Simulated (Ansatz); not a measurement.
# Ag2Sb2Cl, relaxed

Aim: in Ag2Sb2Cl, a structure type of another compound, with these elements put in, relax cell and atoms, then read levels, charges and fields where it ends.

Computed, not measured: Ansatz 0.2.0, DFT, PBE, no spin polarisation, plane waves, PAW.

**1. Geometry**

It takes space group I4/mmm (No. 139, tetragonal). Conventional cell: a = 4.691 Å, b = 4.691 Å, c = 11.077 Å, α = 90.00°, β = 90.00°, γ = 90.00°. Around Cl (site symmetry 4/mmm) lie 8 Sb at 3.56 Å and 8 Ag at 3.63 Å. Around Ag (site symmetry -4m2) lie 4 Sb at 2.78 Å and 4 Ag at 3.32 Å and 4 Cl at 3.63 Å. Around Sb (site symmetry 4mm) lie 1 Sb at 2.57 Å and 4 Ag at 2.78 Å and 4 Cl at 3.56 Å.

As a file:

```
CELL_PARAMETERS angstrom
0.00000 4.69135 0.00000
4.69135 0.00000 0.00000
2.34568 2.34568 -5.53850
ATOMIC_POSITIONS crystal
Cl 0.00000 0.00000 0.00000
Ag 0.75000 0.25000 0.50000
Ag 0.25000 0.75000 0.50000
Sb 0.38420 0.38420 0.23160
Sb 0.61580 0.61580 0.76840
```

The first density is read from a saved solution for the starting cell.

**2. The walk to rest**

Contents of input.yaml:

```yaml
crystal:
  lattice:
    - [0.0, 4.691353, 0.0]
    - [4.691353, 0.0, 0.0]
    - [2.345677, 2.345677, -5.538498]
  atoms:
    - { symbol: Cl, position: [0.0, 0.0, 0.0] }
    - { symbol: Ag, position: [0.75, 0.25, 0.5] }
    - { symbol: Ag, position: [0.25, 0.75, 0.5] }
    - { symbol: Sb, position: [0.3842, 0.3842, 0.2316] }
    - { symbol: Sb, position: [0.6158, 0.6158, 0.7684] }
  symmetry: { tolerance: 0.0003 }
kpoints:
  mp_grid: { grid: [7, 7, 7], shift: [0, 0, 0] }
magnetization:
  spin_polarized: false
scf:
  occupations: { method: fermi_dirac }
  lower_state_search: "off"
hamiltonian:
  pseudopotentials: { kind: paw }
  xc: pbe
basis:
  ecutwfc: 420
  fft_grid_basis: typed
relax:
  max_steps: 80
  cell: { p_target: 0.0 }
output:
  forces: true
  stress: true
  eigenvalues: true
  bader: true
  populations: true
  elf: true
  write_potential: true
  volumetric_format: npy
  dos:
    e_range: [-12, 8]
    de: 0.05
    projected: { site_lists: { Ag: [Ag], Cl: [Cl], Sb: [Sb] } }
  write_density: true
checkpoint:
  read: saved_state
```

Launch:

```bash
$ ansatz run input.yaml --threads 2 --pin off --max-ram 2560MiB --backend cpu --events-out ev --progress --plain --runs-dir out
```

Log (excerpt; [...] marks lines left out):

```text
Warning: checkpoint.read: basis.xc_grid differs: saved 1, current 2 (points along each axis for each point of the dense box; where the key is left out runs that use forces, runs that use the stress, dielectric runs by a finite field, finite-displacement phonons, runs of [...]
Warning: RAYON_NUM_THREADS=2 ignored (pool sized by the plan → 2); use --threads N
[...]
Pseudopotentials: kind: paw
Pseudopotential: Cl, paw, valence charge 7, recommended cutoff 420 eV (normal), Cl.paw.azcp
Pseudopotential: Ag, paw, valence charge 19, recommended cutoff 420 eV (normal), Ag.paw.azcp
Pseudopotential: Sb, paw, valence charge 15, recommended cutoff 420 eV (normal), Sb.paw.azcp
Functional definition: PBE
[...]
Crystal: 5 atoms, lattice volume = 121.896 Å³
Basis set: ecut = 420 eV, 2371 PW (Γ), exchange–correlation on 64×64×90 points (8 copies of the dense FFT grid, shifted against one another)
Bands: 45, of which v1, the nominal top of the filled ones, is band 38 counted from 1 (37 counted from 0)
Symmetry: 16 space group operations
Space group: I4/mmm (ITA 139), of the structure as read, at distance tolerance 1.5e-3 Å
k-points: 40 of 343
[...]
SCF iter   1: F=—  HF=-29228.775849 eV  |F-HF|=—  |Δ(HF+E_count)|=         —  Δρ=7.11e-4  dr2=1.16e-3  ethr=1.90e-6  ⟨swp⟩=3.1  Hψ=11086  notcnv=0
[...]
relax step   1: F+E_penalty+E_count = -29228.77588714 eV  Δ(F+E_penalty+E_count) = +0.000e0 eV  max|allowed force component| = 1.996e0 eV/Å  Δτ_max = 0.0000 Å  P = +4.860 GPa  Ω = 121.896 Å³  (6 SCF iters, dr2 threshold 1.00e-7 eV, accepted)
[...]
relax step   3: F+E_penalty+E_count = -29229.06969402 eV  Δ(F+E_penalty+E_count) = -2.926e-2 eV  max|allowed force component| = 2.313e-1 eV/Å  Δτ_max = 0.0305 Å  P = -0.366 GPa  Ω = 133.205 Å³  energy of the carried Pulay correction = -2.877e-3 eV  (6 SCF iters, dr2 threshold 5.00e-7 eV, accepted)
[...]
relax step   5: F+E_penalty+E_count = -29229.08038252 eV  Δ(F+E_penalty+E_count) = -1.871e-3 eV  max|allowed force component| = 1.388e-2 eV/Å  Δτ_max = 0.0105 Å  P = +0.009 GPa  Ω = 132.067 Å³  energy of the carried Pulay correction = -2.599e-3 eV  (5 SCF iters, dr2 threshold 5.00e-7 eV, accepted)
[...]
relax step   7: F+E_penalty+E_count = -29229.09387239 eV  Δ(F+E_penalty+E_count) = -1.158e-2 eV  max|allowed force component| = 1.273e-1 eV/Å  Δτ_max = 0.0511 Å  P = -0.176 GPa  Ω = 133.908 Å³  energy of the carried Pulay correction = -3.048e-3 eV  (7 SCF iters, dr2 threshold 1.06e-7 eV, accepted)
[...]
relax step   9: F+E_penalty+E_count = -29229.09979813 eV  Δ(F+E_penalty+E_count) = -3.563e-3 eV  max|allowed force component| = 4.482e-2 eV/Å  Δτ_max = 0.0100 Å  P = +0.135 GPa  Ω = 133.308 Å³  energy of the carried Pulay correction = -2.902e-3 eV  (5 SCF iters, dr2 threshold 5.00e-7 eV, accepted)
relax step  10: F+E_penalty+E_count = -29229.10055366 eV  Δ(F+E_penalty+E_count) = -7.555e-4 eV  max|allowed force component| = 5.386e-3 eV/Å  Δτ_max = 0.0155 Å  P = -0.049 GPa  Ω = 133.809 Å³  energy of the carried Pulay correction = -3.024e-3 eV  (5 SCF iters, dr2 threshold 1.26e-7 eV, accepted)
relax step  11: F+E_penalty+E_count = -29229.10237240 eV  Δ(F+E_penalty+E_count) = -1.819e-3 eV  max|allowed force component| = 1.865e-2 eV/Å  Δτ_max = 0.0364 Å  P = -0.109 GPa  Ω = 133.863 Å³  energy of the carried Pulay correction = -3.037e-3 eV  (6 SCF iters, dr2 threshold 2.44e-8 eV, accepted)
```

**3. More of the same log: semilocal partner**

Output, continued:

```text
relax step  12: F+E_penalty+E_count = -29229.10742334 eV  Δ(F+E_penalty+E_count) = -5.051e-3 eV  max|allowed force component| = 9.273e-2 eV/Å  Δτ_max = 0.0508 Å  P = -0.204 GPa  Ω = 133.685 Å³  energy of the carried Pulay correction = -2.993e-3 eV  (6 SCF iters, dr2 threshold 5.54e-8 eV, accepted)
relax step  13: F+E_penalty+E_count = -29229.10898033 eV  Δ(F+E_penalty+E_count) = -1.557e-3 eV  max|allowed force component| = 8.685e-2 eV/Å  Δτ_max = 0.0092 Å  P = -0.184 GPa  Ω = 133.557 Å³  energy of the carried Pulay correction = -2.963e-3 eV  (4 SCF iters, dr2 threshold 5.00e-7 eV, accepted)
relax step  14: F+E_penalty+E_count = -29229.11129451 eV  Δ(F+E_penalty+E_count) = -2.314e-3 eV  max|allowed force component| = 7.804e-2 eV/Å  Δτ_max = 0.0130 Å  P = -0.172 GPa  Ω = 133.421 Å³  energy of the carried Pulay correction = -2.930e-3 eV  (4 SCF iters, dr2 threshold 4.71e-7 eV, accepted)
relax step  15: F+E_penalty+E_count = -29229.13059253 eV  Δ(F+E_penalty+E_count) = -1.930e-2 eV  max|allowed force component| = 3.523e-1 eV/Å  Δτ_max = 0.0976 Å  P = -0.480 GPa  Ω = 132.419 Å³  energy of the carried Pulay correction = -2.685e-3 eV  (7 SCF iters, dr2 threshold 3.81e-7 eV, accepted)
relax step  16: F+E_penalty+E_count = -29229.09971326 eV  Δ(F+E_penalty+E_count) = +3.088e-2 eV  max|allowed force component| = 2.330e-1 eV/Å  Δτ_max = 0.1303 Å  P = +0.001 GPa  Ω = 129.613 Å³  energy of the carried Pulay correction = -1.991e-3 eV  (7 SCF iters, dr2 threshold 5.00e-7 eV, rejected (line search))
relax step  17: F+E_penalty+E_count = -29229.15181362 eV  Δ(F+E_penalty+E_count) = -2.122e-2 eV  max|allowed force component| = 2.027e-2 eV/Å  Δτ_max = 0.0751 Å  P = +0.670 GPa  Ω = 129.983 Å³  energy of the carried Pulay correction = -2.084e-3 eV  (9 SCF iters, accepted)
relax step  18: F+E_penalty+E_count = -29229.15755529 eV  Δ(F+E_penalty+E_count) = -5.742e-3 eV  max|allowed force component| = 2.495e-2 eV/Å  Δτ_max = 0.0453 Å  P = -0.162 GPa  Ω = 131.675 Å³  energy of the carried Pulay correction = -2.503e-3 eV  (6 SCF iters, dr2 threshold 5.00e-7 eV, accepted)
relax step  19: F+E_penalty+E_count = -29229.15815535 eV  Δ(F+E_penalty+E_count) = -6.001e-4 eV  max|allowed force component| = 7.563e-4 eV/Å  Δτ_max = 0.0061 Å  P = +0.003 GPa  Ω = 131.170 Å³  energy of the carried Pulay correction = -2.378e-3 eV  (5 SCF iters, dr2 threshold 1.77e-7 eV, accepted)
relax step  20: F+E_penalty+E_count = -29229.20089947 eV  Δ(F+E_penalty+E_count) = -4.274e-2 eV  max|allowed force component| = 2.300e-4 eV/Å  Δτ_max = 0.0000 Å  P = +0.679 GPa  Ω = 131.170 Å³  stress off target by 1.01e0 GPa  SCF on the basis re-selected at this cell (its energy is not comparable with the rows above)  (8 SCF iters)
relax step  21: F+E_penalty+E_count = -29229.20996105 eV  Δ(F+E_penalty+E_count) = -9.062e-3 eV  max|allowed force component| = 2.746e-3 eV/Å  Δτ_max = 0.0265 Å  P = +0.226 GPa  Ω = 132.343 Å³  energy of the carried Pulay correction = -3.137e-4 eV  (6 SCF iters, dr2 threshold 5.00e-7 eV, accepted)
relax step  22: F+E_penalty+E_count = -29229.21117178 eV  Δ(F+E_penalty+E_count) = -1.211e-3 eV  max|allowed force component| = 3.452e-3 eV/Å  Δτ_max = 0.0127 Å  P = -0.010 GPa  Ω = 132.999 Å³  energy of the carried Pulay correction = -4.886e-4 eV  (5 SCF iters, dr2 threshold 3.02e-7 eV, accepted)
iter 1 solved again at ethr=3.07e-7 eV; its pass at ethr=3.10e-3 eV (dr2=2.30e-4 eV) is discarded
SCF iter   1: F=—  HF=-29229.211625 eV  |F-HF|=—  |Δ(HF+E_count)|=         —  Δρ=3.84e-5  dr2=3.43e-7  ethr=3.07e-7  ⟨swp⟩=3.1  Hψ=11461  notcnv=0
preconditioner: auto → LDOS  [metal: Δε(μ)=0.080 eV  Ē_g=8.575 eV  σ=0.100 eV  W_gap=0.20  n_scr=34 (ndim 8)  ℏωp=20.1 eV  f_vac=0.048  D(μ)=3.02/eV (n_scr^D=14)  β→1.0]
SCF iter   2: F=—  HF=-29229.211624 eV  |F-HF|=—  |Δ(HF+E_count)|=   9.52e-8  Δρ=7.17e-6  dr2=7.26e-8  ethr=4.57e-10  ⟨swp⟩=2.6  Hψ=3465  notcnv=0
SCF iter   3: F=—  HF=-29229.211624 eV  |F-HF|=—  |Δ(HF+E_count)|=   1.34e-8  Δρ=3.30e-6  dr2=1.50e-8  ethr=9.68e-11  ⟨swp⟩=2.0  Hψ=2993  notcnv=0
SCF iter   4: F=—  HF=-29229.211624 eV  |F-HF|=—  |Δ(HF+E_count)|=   4.00e-9  Δρ=7.54e-7  dr2=9.84e-10  ethr=2.00e-11  ⟨swp⟩=2.0  Hψ=2990  notcnv=0
SCF iter   5: F=—  HF=-29229.211624 eV  |F-HF|=—  |Δ(HF+E_count)|=  2.18e-11  Δρ=3.14e-7  dr2=1.68e-10  ethr=1.31e-12  ⟨swp⟩=2.9  Hψ=2964  notcnv=0
SCF iter   6: F=-29229.211624 eV  HF=-29229.211624 eV  |F-HF|=0.00e0  |Δ(HF+E_count)|=  3.64e-11  Δρ=7.75e-8  dr2=6.48e-12  ethr=1.00e-12  ⟨swp⟩=7.9  Hψ=9112  notcnv=0
SCF 23 converged in 6 iterations: F = -29229.211624 eV  dr2 = 6.48e-12
relax step  23: F+E_penalty+E_count = -29229.21162444 eV  Δ(F+E_penalty+E_count) = -4.527e-4 eV  max|allowed force component| = 3.610e-3 eV/Å  Δτ_max = 0.0000 Å  P = -0.015 GPa  Ω = 132.999 Å³  stress off target by 2.72e-2 GPa  SCF on the basis re-selected at this cell (its energy is not comparable with the rows above)  (6 SCF iters)
basis re-selected at this cell: Δ(F+E_penalty+E_count) = -4.527e-4 eV, ΔP = -0.005 GPa vs the last step (what re-selecting the basis moved, of the pressure what is left beyond the Pulay correction that the steps carried, after the strain that the cell walked since its last selection, with what the two solves' SCF thresholds leave and, on support functions, any second-order correction that the steps lacked; it is no measure of the basis error at this ecutwfc). This SCF's stress stands 2.72e-2 GPa from its target on what of the cell is left free (relax.cell.stress_tol is 5.00e-2 GPa) and its largest allowed force component is 3.61e-3 eV/Å (relax.f_tol is 1.00e-2 eV/Å): within both
SCF converged after 6 iterations
Free energy (F): -29229.211624 eV
Harris-Foulkes:  -29229.211624 eV  (|F-HF|=0.00e0)
Internal energy: -29229.113825 eV  (E = F + TS)
E sigma→0 (E₀):  -29229.162725 eV
Entropy (-TS):   -0.097799 eV (-19.560 meV/atom)
Fermi energy:    8.865628 eV
--- Per-component energies (eV) ---
  E_band       = -1130.268607
  E_kinetic    = 1627.325872
  E_local      = -10111.766770  (includes V_loc(G=0)·N_el)
  E_nonlocal   = 914.363803
  E_hartree    = 4515.855146
  E_xc         = -750.954874
  E_vxc        = -780.427339  (∫ρ·V_xc dr)
  E_paw        = -17615.482765  (= ΣΔE_a)
  E_vpaw       = -1811.475406  (= ΣTr[D̂ρ^β])
  E_aug_tail   = 0.000710  (compensation charges beyond the density's cutoff)
  E_ewald      = -7808.454948
  E_smearing   = -0.097799  (= −TS)
  E_closure    = -0.000000  (closes the sum)
  Σ components = -29229.211624   (vs F -29229.211624, Δ=0.00e0)
--- Forces (eV/Å), atoms counted from 1 ---
  atom   1  Cl     0.00000000    -0.00000000     0.00000000
  atom   2  Ag    -0.00000000     0.00000000    -0.00000000
  atom   3  Ag     0.00000000    -0.00000000     0.00000000
  atom   4  Sb     0.00000000     0.00000000    -0.00360959
  atom   5  Sb    -0.00000000    -0.00000000     0.00360959
  max |Σ_I F_I| component: 8.67e-19 eV/Å
--- Stress (GPa, compression-positive) ---
       -0.008628      -0.000000       0.000000
       -0.000000      -0.008628       0.000000
        0.000000       0.000000      -0.027193
  P = ⅓ Tr σ = -0.0148 GPa (-0.148 kbar)
--- Band table (eV; the first three rows and the last of 40) ---
  k-point 0: bands = ["-82.9989", "-82.9988", "-46.5385", "-46.5385", "-46.5370", "-46.5370", "-46.3804", "-46.3803", "-20.1956", "-20.1370", "-20.1370", "-20.1051", "-20.1051", "-20.0936", "-20.0927", "-20.0866", "-20.0781", "-20.0659", "-5.7811", "-1.3636", "0.2120", "4.1737", "4.1997", "4.1997", "4.3081", "4.4686", "4.6832", "4.6832", "4.8795", "4.9218", "5.2884", "5.7084", "6.3676", "6.3676", "6.8267", "6.8267", "6.8799", "8.6768", "8.6768", "9.8301", "11.1649", "12.2375", "12.8296", "15.2567", "16.0887"]
  k-point 1: bands = ["-82.9989", "-82.9988", "-46.5385", "-46.5385", "-46.5369", "-46.5369", "-46.3804", "-46.3803", "-20.1953", "-20.1372", "-20.1372", "-20.1048", "-20.1048", "-20.0945", "-20.0919", "-20.0869", "-20.0776", "-20.0663", "-5.7665", "-1.4023", "0.2693", "4.0461", "4.1773", "4.2329", "4.2329", "4.4695", "4.6632", "4.6632", "4.8792", "4.8975", "5.0228", "5.6751", "6.0118", "6.0118", "7.0912", "7.0912", "7.9478", "8.9309", "8.9309", "9.5187", "11.2385", "12.1304", "12.8970", "15.3608", "15.6625"]
  k-point 2: bands = ["-82.9989", "-82.9988", "-46.5385", "-46.5385", "-46.5369", "-46.5369", "-46.3805", "-46.3802", "-20.1949", "-20.1377", "-20.1377", "-20.1043", "-20.1043", "-20.0954", "-20.0910", "-20.0873", "-20.0764", "-20.0675", "-5.7351", "-1.3576", "0.0714", "3.9589", "4.1854", "4.3299", "4.3299", "4.4714", "4.6197", "4.6197", "4.8425", "4.8785", "4.9593", "5.5189", "5.5189", "5.7259", "7.4511", "7.4511", "9.0716", "9.3091", "9.3943", "9.3943", "10.3629", "12.4315", "14.3377", "14.5088", "15.2297"]
  k-point 39: bands = ["-82.9988", "-82.9988", "-46.5388", "-46.5387", "-46.5370", "-46.5369", "-46.3804", "-46.3803", "-20.1949", "-20.1388", "-20.1376", "-20.1058", "-20.1044", "-20.0921", "-20.0890", "-20.0866", "-20.0735", "-20.0698", "-5.7226", "-0.8087", "0.2328", "3.3300", "3.6953", "3.8382", "3.9318", "4.2503", "4.6016", "4.7335", "4.7636", "4.8128", "4.8766", "5.1410", "5.8624", "6.2522", "6.3111", "6.9513", "7.4752", "9.1857", "10.5854", "12.9311", "13.6828", "14.4268", "14.6230", "14.7838", "15.2798"]
--- Relaxed structure (21 steps of the walk, 20 accepted, 2 SCFs on fresh bases) ---
  F+E_penalty+E_count = -29229.21162444 eV   max|allowed force component| = 3.610e-3 eV/Å   (the final SCF, on the basis selected at the relaxed cell)
  cell:  # Å, volume = 132.9995 Å³
    - [-5.5920078773160194e-15, 5.48584510785879, 2.476233222264083e-7]
    - [5.48584510785879, -5.5920078775058414e-15, 2.476233222306134e-7]
    - [2.7429227534146805, 2.7429227534146805, -4.419395242518589]
  atoms:
    - { symbol: Cl, position: [2.192483680686472e-19, 2.192483702726505e-19, -4.384966585466854e-19] }
    - { symbol: Ag, position: [0.75, 0.25, 0.5] }
    - { symbol: Ag, position: [0.25, 0.75, 0.5] }
    - { symbol: Sb, position: [0.32974785678255836, 0.32974785678255836, 0.34050428643488295] }
    - { symbol: Sb, position: [0.670252143217441, 0.670252143217441, 0.6594957135651173] }
--- Löwdin populations: 5 sites ---
  site symbol       q [e]
     0     Cl      7.5062
     1     Ag     18.5032
     2     Ag     18.5032
     3     Sb     15.1144
     4     Sb     15.1144
  spilling = 0.003449 (of n_electrons = 75.000000)
--- Bader charges: 5 sites ---
  site symbol  charge [e]  shift [e]
     0     Cl     -0.6564     0.0000
     1     Ag      0.0481     0.0000
     2     Ag      0.0481     0.0000
     3     Sb      0.2801     0.0000
     4     Sb      0.2800     0.0000
  estimated error of the sums over rays = 5.4e-4 e
```

Run time: 3.1 min. Hardware: 2 threads of Arm Neoverse V1, shared host; peak memory 0.54 GiB.

Step by step:

```tsv
step	energy from step 1 (eV/cell)	largest force component (eV/Å)	pressure (GPa)	volume (Å³)
1	0.0000	1.9959	4.86	121.90
2	-0.2646	0.4803	-0.49	134.19
3	-0.2938	0.2313	-0.37	133.21
4	-0.3026	0.1124	0.20	131.44
5	-0.3045	0.0139	0.01	132.07
6	-0.3064	0.0027	0.03	132.22
7	-0.3180	0.1273	-0.18	133.91
8	-0.3203	0.2092	0.01	133.68
9	-0.3239	0.0448	0.14	133.31
10	-0.3247	0.0054	-0.05	133.81
11	-0.3265	0.0186	-0.11	133.86
12	-0.3315	0.0927	-0.20	133.68
13	-0.3331	0.0869	-0.18	133.56
14	-0.3354	0.0780	-0.17	133.42
15	-0.3547	0.3523	-0.48	132.42
16x	-0.3238	0.2330	0.00	129.61
17	-0.3759	0.0203	0.67	129.98
18	-0.3817	0.0249	-0.16	131.67
19	-0.3823	0.0008	0.00	131.17
20	-0.4250	0.0002	0.68	131.17
21	-0.4341	0.0027	0.23	132.34
22	-0.4353	0.0035	-0.01	133.00
23	-0.4357	0.0036	-0.01	133.00
```

Step 1 is the start. Steps 20, 23 repeat the geometry before on a plane-wave basis chosen anew for that cell, so the energy can jump there without any move; the table keeps such jumps. 1 step was tried and not accepted (marked x).

| input's cell | before | after | change |
| --- | --- | --- | --- |
| a (Å) | 4.691 | 5.486 | +16.9 % |
| b (Å) | 4.691 | 5.486 | +16.9 % |
| c (Å) | 6.456 | 5.880 | -8.9 % |
| α (°) | 68.69 | 62.20 | -6.50° |
| β (°) | 68.69 | 62.20 | -6.50° |
| volume (Å³/atom) | 24.38 | 26.60 | +9.1 % |

The largest move, 0.48 Å, apart from the change of the cell, is shared by several atoms, Sb4 among them.

**4. Density of states**

States per cell by energy window, from dos.tsv and pdos.tsv (tetrahedra; eV from the Fermi level):

```tsv
from	to	total	Ag s	Ag d	Cl p	Sb s	Sb p
-4.5	-4.0	9.30	0.03	8.57	0.32	0.03	0.31
-4.0	-3.5	3.54	0.09	2.62	0.45	0.06	0.32
-3.5	-3.0	2.27	0.12	0.75	0.84	0.08	0.45
-3.0	-2.5	2.33	0.09	0.38	1.47	0.09	0.27
-2.5	-2.0	0.72	0.08	0.12	0.22	0.02	0.26
-2.0	-1.5	2.55	0.23	0.31	0.87	0.10	0.98
-1.5	-1.0	1.49	0.09	0.13	0.47	0.03	0.73
-1.0	-0.5	1.00	0.07	0.07	0.23	0.03	0.56
-0.5	0.0	1.08	0.04	0.10	0.11	0.04	0.76
0.0	0.5	1.65	0.06	0.15	0.09	0.06	1.20
0.5	1.0	1.20	0.10	0.09	0.08	0.05	0.82
1.0	1.5	0.51	0.10	0.03	0.01	0.01	0.32
1.5	2.0	0.30	0.12	0.01	0.00	0.00	0.14
2.0	2.5	0.43	0.16	0.01	0.01	0.02	0.18
2.5	3.0	0.87	0.20	0.01	0.03	0.04	0.46
3.0	3.5	0.96	0.22	0.01	0.05	0.04	0.43
```

**5. Atomic charges**

Gathered by element (positive charge: electrons given up): Löwdin charges also hold the electrons that the projection spills.

```tsv
element	atoms	Bader charge (e)	Bader volume (Å³)	Löwdin charge (e)
Cl	1	-0.66	28.3	-0.51
Ag	2	+0.05	24.0	+0.50
Sb	2	+0.28	28.3	-0.11
```

Löwdin charges rest on a small set of atomic orbitals that misses 0.3 % of the electrons, so they need not add up to the cell's charge and can differ from Bader's even in sign.

**6. Maps of the fields**

Maps in the plane spanned by a and b at height 0.500 along c (axes of the input's cell), one cell: a runs left to right (17 points from zero), b bottom to top (17 points), 90° apart. Inside the augmentation spheres the fields are the smooth ones.

Valence density. Ten steps from '0' (0.10 e/Å³) to '9' (20.20 e/Å³), finer at the low end (step k begins (100^(k/10) - 1)/99 of the way up):
```
00112210000111100
01245531001122110
11478863111233211
12589973111244321
12589973111234321
01367752001222211
00133321000111110
00011100000011100
00011100000011100
00111110001233310
01122221002577631
11234321113799852
11234421113799852
11123321113688741
00112211001355421
00011110000122110
00011100000011100
```

ELF. Ten even steps from '0' (0.17) to '9' (0.85):
```
00000000013444432
10134320024322343
10367641033222234
10479852033211224
10368851033211224
10245530034222234
00012100014433343
00000000001333321
01233331000000000
03433344100012100
14322224300355420
14221123301588630
14221123302589740
14322223301467630
13432234200234310
02344443100000000
00111110000111110
```

Atoms within 0.2 Å of the plane, in fractions of a and b: Ag at (0.75, 0.25), Ag at (0.25, 0.75).

At the density minimum on some short contacts:

```tsv
contact	length (Å)	minimum at (fraction)	density (e/Å³)	ELF
Ag2–Sb4	2.832	0.50	0.300	0.38
Sb4–Sb5	3.010	0.50	0.294	0.61
```

**7. What came out**

| quantity | value |
| --- | --- |
| moves | 19 |
| energy gained | 78.5 meV/atom |
| largest move | 0.48 Å (Sb) |
| space group (0.01 Å), before / after | I4/mmm / I4/mmm |
| cell | a = 5.486 Å, b = 5.486 Å, c = 5.880 Å, α = 62.20°, β = 62.20°, γ = 90.00° |
| volume | 26.60 Å³/atom (+9.1 %) |
| pressure at the end | -0.01 GPa |
| formation energy (elements from separate runs) | 0.07 eV/atom |
| character | metal |
| density of states, mean within 0.25 eV of the Fermi level | 3 per eV per cell |
| Bader charges | Cl -0.66, Ag +0.05, Sb +0.28 e |

What this shows: The volume grew by 9.1 %, and the largest move of an atom is 0.48 Å apart from the change of the cell; the energy fell by 78.5 meV per atom. The shape changed more than that tells: the edges moved by +17, +17, -9 %. The run held to 16 symmetry operations, so a lower structure without them is not ruled out. The cell is metallic; within 0.25 eV of the Fermi level the density of states averages 3 per eV per cell, mostly Sb p (73 %). Against the elements' reference phases (Cl2 molecule, Ag fcc, Sb A7 rhombohedral; separate runs with the same functional) the formation energy is 0.07 eV per atom, so at this geometry it is not bound against them. Sb loses most charge (+0.28 e on average) and Cl gains most (-0.66 e).

Keep in mind: an odd count of electrons without spin polarisation forces a partly filled band.
